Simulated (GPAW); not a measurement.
Runs of GPAW 26.7.0 on Ir. The cell holds a slab with vacuum, 5 atoms: a = 2.715 Å, b = 2.715 Å, c = 23.867 Å, α = 90.00°, β = 90.00°, γ = 120.00°. The slab is cut from a database's or a generator's crystal, which needn't be the stable form of the element.

```tsv
task	level	potentials or basis	cell	series job	gap on the mesh (eV)	largest force (eV/Å)	work function (eV)
single point	revPBE	the program's PAW data sets (release 1.2.1) made for this functional, pw	the (1 1 1) slab of Ir, cut from the database cell, not relaxed	-	none	0.28	5.37
single point	RPBE	the program's PAW data sets (release 1.2.1) made for this functional, pw	the (1 1 1) slab of Ir, cut from the database cell, not relaxed	-	none	0.28	5.35
single point	PBE	GPAW PAW data sets (gpaw-data 1.2.1), pw	the (1 1 1) slab of Ir, cut from the database cell, not relaxed	-	none	(a)	(b)
single point	PBEsol	PAW data sets generated in the run's folder for this functional, pw	the (1 1 1) slab of Ir, cut from the database cell, not relaxed	-	none	0.55	5.64
```

Alike in all rows: no spin polarisation; k mesh 11 × 11 × 1; cutoff (eV) 450; smearing fermi-dirac 0.05 eV.

Question: Estimate the missing entries.

Answer: (a) 0.29; (b) 5.50.

A k mesh can miss the band edges, and the runs leave out spin-orbit coupling on Ir.

A gap of «none» marks a metal or a gap under the smearing width.
